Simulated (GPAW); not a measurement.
The system is GaF.

```
Ga F
1.0
     3.16592    0.00000    0.00000
     0.00000    3.16592    0.00000
     0.00000    0.00000    3.16592
Ga F
1 1
Direct
  0.00000 0.00000 0.00000
  0.50000 0.50000 0.50000
```

The cell was built by a generator and needn't be a form met in nature.

Base run:

```yaml
Program: GPAW 26.7.0
Functional: RPBE
Potentials_or_basis: the program's PAW data sets (release 1.2.1) made for this functional
Cutoff: 800 eV
Basis: pw
k_mesh: 8 × 8 × 8
Occupations: fermi-dirac, width 0.05 eV
Spin: no spin polarisation
```

Its results: band gap on the k mesh 0.34 eV, indirect (least direct gap 1.16 eV); pressure 1.2 GPa.

The run is repeated on the same cell with these changes: functional from RPBE to LDA. What comes out?

Band gap on the k mesh 0.36 eV, indirect (least direct gap 1.06 eV); pressure -8.1 GPa.

LDA binds more tightly than RPBE, so the same cell stands under less pressure.
